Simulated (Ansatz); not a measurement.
# CH5AlBrN: how energies converge with the basis set

One table from this session's results is given with a row withheld; the runs are named, their logs left out.

Computed with Ansatz 0.2.0, Gaussian basis. Level: one geometry, several basis sets.

Levels to be run: PBE0-D4/def2-SVP; ωB97M-V/def2-SVP; PBE0-D4/def2-QZVPP; ωB97M-V/def2-QZVPP; the functionals' def2-TZVPP values are taken from earlier runs.

**Structure used throughout**

The geometry comes from an earlier relaxation with PBE0-D4 in a triple-zeta def2 set; it is a stationary point, not always the lowest conformer.

SMILES `[CH3][Al]([NH2])[Br]`, 9 atoms, charge 0, spin multiplicity 1.

Atoms are counted from 1 here; the program's logs count them from 0.

Bond lengths: C1–Al2 1.937 Å, C1–H5 1.093 Å, C1–H6 1.093 Å, C1–H7 1.094 Å, Al2–N3 1.760 Å, Al2–Br4 2.268 Å, N3–H8 1.007 Å, N3–H9 1.007 Å. Angles: Al2–C1–H5 110.8°, Al2–C1–H6 112.0°, Al2–C1–H7 110.7°, H5–C1–H6 108.1°, H5–C1–H7 106.9°, H6–C1–H7 108.1°, C1–Al2–N3 123.9°, C1–Al2–Br4 120.6°, N3–Al2–Br4 115.5°, Al2–N3–H8 124.9°, Al2–N3–H9 124.5°, H8–N3–H9 110.6°.

The first run:

in.yaml

```yaml
crystal:
  periodic: [false, false, false]
  atoms:
    - {symbol: C, position_ang: [-0.136753, 1.371926, -0.621491]}
    - {symbol: Al, position_ang: [-0.063871, -0.531744, -0.271551]}
    - {symbol: N, position_ang: [0.328771, -1.226429, 1.296867]}
    - {symbol: Br, position_ang: [-0.493157, -2.025998, -1.922576]}
    - {symbol: H, position_ang: [-1.118590, 1.658524, -1.008266]}
    - {symbol: H, position_ang: [0.060416, 1.961639, 0.277037]}
    - {symbol: H, position_ang: [0.598038, 1.654452, -1.380684]}
    - {symbol: H, position_ang: [0.542612, -0.694814, 2.124837]}
    - {symbol: H, position_ang: [0.371032, -2.213957, 1.488824]}
basis:
  gaussian: {orbitals: def2-SVP}
hamiltonian: {xc: pbe0, dispersion: d4}
output: {orbitals: {seedname: orbitals}}
```

Among the steps run: PBE0-D4 in def2-SVP; ωB97M-V in def2-SVP; PBE0-D4 in def2-QZVPP; ωB97M-V in def2-QZVPP.

One table of the session follows, with a row left open; its other results are not shown here.

It belongs to the step «Functionals by basis». 

```
functional       basis  HOMO (eV)  LUMO (eV)
   PBE0-D4    def2-SVP      -7.42       0.15
   PBE0-D4  def2-TZVPP          ?          ?
   PBE0-D4  def2-QZVPP      -7.65      -0.35
   ωB97M-V    def2-SVP      -9.77       1.80
   ωB97M-V  def2-TZVPP      -9.98       1.35
   ωB97M-V  def2-QZVPP     -10.02       0.89
```

Q: Estimate the row for PBE0-D4, def2-TZVPP from the others.

**Answer.** HOMO (eV): -7.61; LUMO (eV): -0.10. In the column «HOMO (eV)» it lies between PBE0-D4, def2-QZVPP (-7.65) and PBE0-D4, def2-SVP (-7.42).
